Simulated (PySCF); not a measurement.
# C₂H₆Hg: NMR shieldings

What do calculations give for the NMR shieldings of C₂H₆Hg (`[CH3][Hg][CH3]`)?

Computed with PySCF 2.14.0 and routines of our own; the level stands in each step. Atoms count from 0.

### Step 1. The starting structure

9 atoms, charge 0, multiplicity 1; geometry from: GFN2-xTB.

### Step 2. NMR shieldings: KT2/pcJ-1 Hg:dyall-v2z, spin–orbit

The job: settings as JSON, then the geometry in Å.

```
{"job": {"xc": "KT2", "basis": {"default": "pcJ-1", "Hg": "dyall-v2z"}, "rel": "so", "kind": "hnmr"}, "charge": 0, "multiplicity": 1}
Hg     0.005350     0.010010    -0.000000
C     -0.003670    -0.016060     2.347580
H     -0.439520     0.903020     2.740640
H      1.011940    -0.107860     2.734260
H     -0.589000    -0.859010     2.717380
C      0.004100     0.017180    -2.347650
H     -1.017530     0.018790    -2.729330
H      0.513130    -0.867370    -2.732190
H      0.515200     0.901300    -2.730690
```

With the program's defaults for keys left out, this is: KT2/pcJ-1 Hg:dyall-v2z GIAO NMR shielding, X2C with spin-orbit coupling, screened-nuclear two-electron part, Gaussian nuclei, gas phase.

Launch:

```console
> OMP_NUM_THREADS=1 python heavy_run.py task.json out
```

The driver reads the jobs from task.json and runs them one after another.

What it wrote:

```text
spin-free SCF
coarse grid: 34032 points
cycle   1  E = -19747.1040860007  dE = -8.489e-01  |g| = 2.848e+01  |ddm| = 2.487e+00
cycle   2  E = -19746.9284092632  dE =  1.757e-01  |g| = 1.782e+00  |ddm| = 1.804e+00
cycle   3  E = -19746.1880532932  dE =  7.404e-01  |g| = 2.089e+00  |ddm| = 2.824e+00
cycle   4  E = -19747.2097706013  dE = -1.022e+00  |g| = 5.259e-01  |ddm| = 1.834e+00
cycle   5  E = -19747.2162670971  dE = -6.496e-03  |g| = 1.171e-01  |ddm| = 1.784e-01
cycle   6  E = -19747.2170451668  dE = -7.781e-04  |g| = 2.372e-02  |ddm| = 7.984e-02
cycle   7  E = -19747.2171209849  dE = -7.582e-05  |g| = 4.811e-03  |ddm| = 2.559e-02
cycle   8  E = -19747.2171261693  dE = -5.184e-06  |g| = 4.227e-04  |ddm| = 5.015e-03
final grid: 70064 points
cycle   9  E = -19747.1533112820  dE = -2.438e-02  |g| = 8.446e+00  |ddm| = 2.352e-03
cycle  10  E = -19747.1533369197  dE = -2.564e-05  |g| = 3.077e-01  |ddm| = 1.357e-03
cycle  11  E = -19747.1533354962  dE =  1.423e-06  |g| = 2.568e-03  |ddm| = 3.229e-03
cycle  12  E = -19747.1533240449  dE =  1.145e-05  |g| = 6.674e-03  |ddm| = 8.946e-03
cycle  13  E = -19747.1533370718  dE = -1.303e-05  |g| = 8.114e-04  |ddm| = 7.015e-03
cycle  14  E = -19747.1533371880  dE = -1.163e-07  |g| = 5.294e-05  |ddm| = 6.271e-04
cycle  15  E = -19747.1533371884  dE = -3.638e-10  |g| = 8.015e-06  |ddm| = 3.879e-05
converged SCF energy = -19747.1533371884
two-component SCF
cycle   1  E = -19735.3225578856  dE = -1.974e+04  |FDS-SDF| = 5.770e+02
cycle   2  E = -19767.9444445687  dE = -3.262e+01  |FDS-SDF| = 9.760e-01
cycle   3  E = -19767.9446339868  dE = -1.894e-04  |FDS-SDF| = 1.900e-01
cycle   4  E = -19767.9441987819  dE =  4.352e-04  |FDS-SDF| = 1.771e-01
cycle   5  E = -19767.9450295335  dE = -8.308e-04  |FDS-SDF| = 2.985e-02
cycle   6  E = -19767.9451089024  dE = -7.937e-05  |FDS-SDF| = 7.232e-03
cycle   7  E = -19767.9451187392  dE = -9.837e-06  |FDS-SDF| = 1.162e-03
cycle   8  E = -19767.9451190902  dE = -3.510e-07  |FDS-SDF| = 1.206e-04
cycle   9  E = -19767.9451190930  dE = -2.881e-09  |FDS-SDF| = 2.494e-05
converged, E = -19767.9451190930

Field gradients (au) and densities at the nuclei (bohr^-3)
atom        Vxx        Vyy        Vzz        centre      nuclear mean
  0 Hg     4.0273     4.0277    -8.0550    2372583.256    2174013.146
  1 C     -0.0784    -0.0788     0.1573        131.167        131.165
  2 H     -0.1500    -0.1572     0.3072          0.499          0.499
  3 H     -0.1499    -0.1571     0.3070          0.499          0.499
  4 H     -0.1497    -0.1568     0.3065          0.499          0.499
  5 C     -0.0786    -0.0787     0.1573        131.167        131.165
  6 H     -0.1499    -0.1571     0.3070          0.499          0.499
  7 H     -0.1499    -0.1571     0.3070          0.499          0.499
  8 H     -0.1498    -0.1570     0.3068          0.499          0.499
without picture change
  0 Hg                         -11.6577                   6227270.132

Core orbital energies (eV)
atom   shell        mean    spread
  0 Hg 1s       -82970.287   0.000
  0 Hg 2s       -14711.739   0.000
  0 Hg 3s        -3495.563   0.000
  0 Hg 4s         -771.359   0.000
  0 Hg 5s         -118.949   0.000
  0 Hg 2p1/2    -14104.735   0.000
  0 Hg 2p3/2    -12165.162   0.012
  0 Hg 3p1/2     -3224.655   0.000
  0 Hg 3p3/2     -2793.819   0.048
  0 Hg 4p1/2      -655.328   0.000
  0 Hg 4p3/2      -551.337   0.063
  0 Hg 5p1/2       -80.818   0.000
  0 Hg 5p3/2       -62.645   0.021
  0 Hg 3d3/2     -2350.864   0.043
  0 Hg 3d5/2     -2258.600   0.056
  0 Hg 4d3/2      -362.981   0.060
  0 Hg 4d5/2      -343.413   0.072
  0 Hg 4f5/2      -100.517   0.064
  0 Hg 4f7/2       -96.362   0.071

Shielding tensors (ppm)
atom      isotropic    diamagn.    paramagn.     s11        s22        s33       span
  0 Hg    12187.76     8574.58     3613.18   10107.63   10107.79   16347.87    6240.24
  1 C       145.31      247.71     -102.41     116.19     116.31     203.41      87.22
  2 H        30.59       28.77        1.82      25.04      28.71      38.03      12.99
  3 H        30.59       28.77        1.82      25.04      28.71      38.03      12.99
  4 H        30.59       28.78        1.81      25.05      28.72      38.02      12.97
  5 C       145.33      247.72     -102.39     116.26     116.30     203.41      87.15
  6 H        30.59       28.78        1.81      25.04      28.72      38.02      12.98
  7 H        30.60       28.78        1.81      25.04      28.72      38.03      12.98
  8 H        30.59       28.76        1.83      25.03      28.71      38.03      13.00
```

It took 86 s on 1 thread of Arm Neoverse V1, shared host; peak memory 1.4 GiB.

From this job:

```tsv
quantity	value
energy from spin-orbit coupling	-20.7918 Eh
```

### Step 3. NMR shieldings: B3LYP/pcJ-1 Hg:dyall-v2z, spin–orbit

The job, as its differences from that of step 2:

```diff
@@ -1,2 +1,2 @@
-{"job": {"xc": "KT2", "basis": {"default": "pcJ-1", "Hg": "dyall-v2z"}, "rel": "so", "kind": "hnmr"}, "charge": 0, "multiplicity": 1}
+{"job": {"xc": "B3LYP", "basis": {"default": "pcJ-1", "Hg": "dyall-v2z"}, "rel": "so", "kind": "hnmr"}, "charge": 0, "multiplicity": 1}
 Hg     0.005350     0.010010    -0.000000
```

Level: B3LYP/pcJ-1 Hg:dyall-v2z GIAO NMR shielding, X2C with spin-orbit coupling, screened-nuclear two-electron part, Gaussian nuclei, gas phase.

What it wrote:

```text
spin-free SCF
coarse grid: 34032 points
cycle   1  E = -19705.9162818152  dE = -1.050e+00  |g| = 9.188e-01  |ddm| = 2.371e+00
cycle   2  E = -19705.7993611916  dE =  1.169e-01  |g| = 1.334e+00  |ddm| = 1.556e+00
cycle   3  E = -19706.0076501376  dE = -2.083e-01  |g| = 1.573e-01  |ddm| = 9.400e-01
cycle   4  E = -19706.0062286548  dE =  1.421e-03  |g| = 9.271e-02  |ddm| = 1.020e-01
cycle   5  E = -19706.0082470524  dE = -2.018e-03  |g| = 5.939e-03  |ddm| = 8.037e-02
cycle   6  E = -19706.0082507949  dE = -3.742e-06  |g| = 2.178e-03  |ddm| = 7.036e-03
final grid: 70064 points
cycle   7  E = -19706.0019734169  dE = -4.241e-04  |g| = 7.426e-03  |ddm| = 4.032e-03
cycle   8  E = -19706.0019724546  dE =  9.622e-07  |g| = 5.865e-03  |ddm| = 4.755e-03
cycle   9  E = -19706.0019743040  dE = -1.849e-06  |g| = 2.968e-03  |ddm| = 3.649e-03
cycle  10  E = -19706.0019746077  dE = -3.037e-07  |g| = 4.011e-04  |ddm| = 8.325e-04
cycle  11  E = -19706.0019746433  dE = -3.560e-08  |g| = 9.580e-05  |ddm| = 3.407e-04
cycle  12  E = -19706.0019746451  dE = -1.826e-09  |g| = 1.526e-05  |ddm| = 8.857e-05
converged SCF energy = -19706.0019746451
two-component SCF
cycle   1  E = -19694.1952093243  dE = -1.969e+04  |FDS-SDF| = 5.761e+02
cycle   2  E = -19726.7559439684  dE = -3.256e+01  |FDS-SDF| = 1.590e+00
cycle   3  E = -19726.7595527110  dE = -3.609e-03  |FDS-SDF| = 1.576e-01
cycle   4  E = -19726.7593913935  dE =  1.613e-04  |FDS-SDF| = 1.495e-01
cycle   5  E = -19726.7598622437  dE = -4.709e-04  |FDS-SDF| = 2.175e-02
cycle   6  E = -19726.7598862173  dE = -2.397e-05  |FDS-SDF| = 4.991e-03
cycle   7  E = -19726.7598894094  dE = -3.192e-06  |FDS-SDF| = 4.996e-04
cycle   8  E = -19726.7598894801  dE = -7.064e-08  |FDS-SDF| = 2.619e-04
cycle   9  E = -19726.7598894999  dE = -1.985e-08  |FDS-SDF| = 2.545e-05
converged, E = -19726.7598894999

Field gradients (au) and densities at the nuclei (bohr^-3)
atom        Vxx        Vyy        Vzz        centre      nuclear mean
  0 Hg     4.5126     4.5130    -9.0256    2327722.317    2129545.994
  1 C     -0.0731    -0.0736     0.1467        125.903        125.901
  2 H     -0.1498    -0.1574     0.3073          0.487          0.487
  3 H     -0.1497    -0.1573     0.3071          0.487          0.487
  4 H     -0.1495    -0.1571     0.3066          0.487          0.487
  5 C     -0.0733    -0.0734     0.1467        125.903        125.901
  6 H     -0.1497    -0.1573     0.3070          0.487          0.487
  7 H     -0.1497    -0.1573     0.3070          0.487          0.487
  8 H     -0.1496    -0.1573     0.3069          0.487          0.487
without picture change
  0 Hg                         -12.9790                   6117095.020

Core orbital energies (eV)
atom   shell        mean    spread
  0 Hg 1s       -82970.313   0.000
  0 Hg 2s       -14733.295   0.000
  0 Hg 3s        -3511.207   0.000
  0 Hg 4s         -780.060   0.000
  0 Hg 5s         -122.919   0.000
  0 Hg 2p1/2    -14132.422   0.000
  0 Hg 2p3/2    -12191.386   0.014
  0 Hg 3p1/2     -3240.823   0.000
  0 Hg 3p3/2     -2808.918   0.052
  0 Hg 4p1/2      -663.847   0.000
  0 Hg 4p3/2      -559.063   0.067
  0 Hg 5p1/2       -84.070   0.000
  0 Hg 5p3/2       -65.532   0.003
  0 Hg 3d3/2     -2362.128   0.050
  0 Hg 3d5/2     -2269.716   0.067
  0 Hg 4d3/2      -369.022   0.071
  0 Hg 4d5/2      -349.267   0.092
  0 Hg 4f5/2      -103.221   0.082
  0 Hg 4f7/2       -99.026   0.093

Shielding tensors (ppm)
atom      isotropic    diamagn.    paramagn.     s11        s22        s33       span
  0 Hg    12346.00     8565.73     3780.27   10340.87   10341.03   16356.11    6015.24
  1 C       137.68      242.80     -105.12     108.69     108.81     195.55      86.86
  2 H        30.77       28.70        2.06      25.17      28.80      38.33      13.15
  3 H        30.76       28.70        2.06      25.17      28.80      38.32      13.15
  4 H        30.77       28.72        2.05      25.18      28.81      38.31      13.13
  5 C       137.71      242.81     -105.10     108.76     108.81     195.55      86.79
  6 H        30.77       28.71        2.05      25.18      28.80      38.32      13.14
  7 H        30.77       28.72        2.05      25.18      28.81      38.32      13.14
  8 H        30.76       28.69        2.07      25.17      28.79      38.32      13.16
```

Run time: 5 min. Hardware: 1 thread of Arm Neoverse V1, shared host; peak memory 1.7 GiB.

From this job:

```tsv
quantity	value
energy from spin-orbit coupling	-20.7579 Eh
```

### Step 4. NMR shieldings: BHandHLYP/pcJ-1 Hg:dyall-v2z, spin–orbit

The job, as its differences from that of step 3:

```diff
@@ -1,2 +1,2 @@
-{"job": {"xc": "B3LYP", "basis": {"default": "pcJ-1", "Hg": "dyall-v2z"}, "rel": "so", "kind": "hnmr"}, "charge": 0, "multiplicity": 1}
+{"job": {"xc": "BHandHLYP", "basis": {"default": "pcJ-1", "Hg": "dyall-v2z"}, "rel": "so", "kind": "hnmr"}, "charge": 0, "multiplicity": 1}
 Hg     0.005350     0.010010    -0.000000
```

Level: BHandHLYP/pcJ-1 Hg:dyall-v2z GIAO NMR shielding, X2C with spin-orbit coupling, screened-nuclear two-electron part, Gaussian nuclei, gas phase.

What it wrote:

```text
spin-free SCF
coarse grid: 34032 points
cycle   1  E = -19705.1448768344  dE = -1.081e+00  |g| = 6.269e-01  |ddm| = 2.268e+00
cycle   2  E = -19705.1432243855  dE =  1.652e-03  |g| = 7.152e-01  |ddm| = 7.759e-01
cycle   3  E = -19705.1837999542  dE = -4.058e-02  |g| = 1.131e-01  |ddm| = 3.844e-01
cycle   4  E = -19705.1838099161  dE = -9.962e-06  |g| = 4.371e-02  |ddm| = 5.536e-02
cycle   5  E = -19705.1842268490  dE = -4.169e-04  |g| = 2.924e-03  |ddm| = 3.636e-02
cycle   6  E = -19705.1842298163  dE = -2.967e-06  |g| = 1.449e-03  |ddm| = 6.850e-03
final grid: 70064 points
cycle   7  E = -19705.1801623405  dE = -1.906e-04  |g| = 3.461e-03  |ddm| = 1.950e-03
cycle   8  E = -19705.1801622771  dE =  6.347e-08  |g| = 2.851e-03  |ddm| = 1.988e-03
cycle   9  E = -19705.1801625839  dE = -3.069e-07  |g| = 9.244e-04  |ddm| = 1.200e-03
cycle  10  E = -19705.1801626031  dE = -1.914e-08  |g| = 1.164e-04  |ddm| = 2.038e-04
cycle  11  E = -19705.1801626058  dE = -2.670e-09  |g| = 1.652e-05  |ddm| = 8.548e-05
converged SCF energy = -19705.1801626058
two-component SCF
cycle   1  E = -19693.3811024222  dE = -1.969e+04  |FDS-SDF| = 5.758e+02
cycle   2  E = -19725.8837778868  dE = -3.250e+01  |FDS-SDF| = 3.456e+00
cycle   3  E = -19725.9021124673  dE = -1.833e-02  |FDS-SDF| = 1.357e-01
cycle   4  E = -19725.9023949144  dE = -2.824e-04  |FDS-SDF| = 9.796e-02
cycle   5  E = -19725.9025891233  dE = -1.942e-04  |FDS-SDF| = 1.737e-02
cycle   6  E = -19725.9026129066  dE = -2.378e-05  |FDS-SDF| = 3.852e-03
cycle   7  E = -19725.9026171904  dE = -4.284e-06  |FDS-SDF| = 1.352e-03
cycle   8  E = -19725.9026181395  dE = -9.492e-07  |FDS-SDF| = 3.216e-04
cycle   9  E = -19725.9026182259  dE = -8.635e-08  |FDS-SDF| = 7.004e-05
cycle  10  E = -19725.9026182279  dE = -1.997e-09  |FDS-SDF| = 2.325e-05
converged, E = -19725.9026182279

Field gradients (au) and densities at the nuclei (bohr^-3)
atom        Vxx        Vyy        Vzz        centre      nuclear mean
  0 Hg     5.4717     5.4721   -10.9437    2324476.488    2126377.614
  1 C     -0.0723    -0.0728     0.1450        125.680        125.678
  2 H     -0.1500    -0.1584     0.3084          0.480          0.480
  3 H     -0.1499    -0.1583     0.3082          0.480          0.480
  4 H     -0.1498    -0.1581     0.3078          0.480          0.480
  5 C     -0.0725    -0.0726     0.1451        125.680        125.678
  6 H     -0.1500    -0.1583     0.3082          0.480          0.480
  7 H     -0.1500    -0.1583     0.3082          0.480          0.480
  8 H     -0.1499    -0.1582     0.3081          0.480          0.480
without picture change
  0 Hg                         -15.5584                   6108857.770

Core orbital energies (eV)
atom   shell        mean    spread
  0 Hg 1s       -83188.164   0.000
  0 Hg 2s       -14818.250   0.000
  0 Hg 3s        -3552.469   0.000
  0 Hg 4s         -800.805   0.000
  0 Hg 5s         -129.473   0.000
  0 Hg 2p1/2    -14207.880   0.000
  0 Hg 2p3/2    -12260.730   0.019
  0 Hg 3p1/2     -3277.704   0.000
  0 Hg 3p3/2     -2842.698   0.059
  0 Hg 4p1/2      -682.314   0.000
  0 Hg 4p3/2      -576.378   0.078
  0 Hg 5p1/2       -89.267   0.000
  0 Hg 5p3/2       -70.482   0.049
  0 Hg 3d3/2     -2389.842   0.062
  0 Hg 3d5/2     -2296.820   0.085
  0 Hg 4d3/2      -382.439   0.094
  0 Hg 4d5/2      -362.333   0.128
  0 Hg 5d3/2       -15.523   0.294
  0 Hg 5d5/2       -13.625   0.602
  0 Hg 4f5/2      -109.856   0.113
  0 Hg 4f7/2      -105.558   0.129

Shielding tensors (ppm)
atom      isotropic    diamagn.    paramagn.     s11        s22        s33       span
  0 Hg    12975.83     8566.09     4409.73   11257.55   11258.10   16411.83    5154.27
  1 C       146.37      242.87      -96.49     120.24     120.34     198.54      78.30
  2 H        31.09       28.69        2.40      25.18      29.07      39.02      13.84
  3 H        31.09       28.70        2.39      25.18      29.07      39.02      13.84
  4 H        31.09       28.71        2.38      25.18      29.07      39.01      13.83
  5 C       146.40      242.87      -96.47     120.31     120.35     198.54      78.23
  6 H        31.09       28.71        2.38      25.18      29.07      39.02      13.83
  7 H        31.09       28.71        2.38      25.18      29.08      39.02      13.83
  8 H        31.09       28.68        2.40      25.17      29.07      39.02      13.84
```

Wall time 5.9 min (1 thread of Arm Neoverse V1, shared host); peak memory 1.7 GiB.

From this job:

```tsv
quantity	value
energy from spin-orbit coupling	-20.7225 Eh
```

### Step 5. Shieldings side by side

```tsv
run	Hg0	C5	C1	H2	H8	H3	H6	time
step 2, KT2/pcJ-1 Hg:dyall-v2z, spin–orbit	12187.8	145.3	145.3	30.6	30.6	30.6	30.6	86 s
step 3, B3LYP/pcJ-1 Hg:dyall-v2z, spin–orbit	12346.0	137.7	137.7	30.8	30.8	30.8	30.8	5 min
step 4, BHandHLYP/pcJ-1 Hg:dyall-v2z, spin–orbit	12975.8	146.4	146.4	31.1	31.1	31.1	31.1	5.9 min
```

### Step 6. Results

| quantity | value |
| --- | --- |
| energy from spin-orbit coupling (step 2, KT2/pcJ-1 Hg:dyall-v2z, spin–orbit) | -20.7918 Eh |
| shieldings (step 2, KT2/pcJ-1 Hg:dyall-v2z, spin–orbit) | C1 145.3, C5 145.3 ppm |
| energy from spin-orbit coupling (step 3, B3LYP/pcJ-1 Hg:dyall-v2z, spin–orbit) | -20.7579 Eh |
| shieldings (step 3, B3LYP/pcJ-1 Hg:dyall-v2z, spin–orbit) | C1 137.7, C5 137.7 ppm |
| energy from spin-orbit coupling (step 4, BHandHLYP/pcJ-1 Hg:dyall-v2z, spin–orbit) | -20.7225 Eh |
| shieldings (step 4, BHandHLYP/pcJ-1 Hg:dyall-v2z, spin–orbit) | C1 146.4, C5 146.4 ppm |

**Reading.** In step 2, Hg0 has the widest tensor, 6240 ppm. Hg0 moves most between the runs, by 788 ppm; the labels say what changes from run to run. The geometry comes from tight binding, which is rough for metal atoms, and these values hang on it.
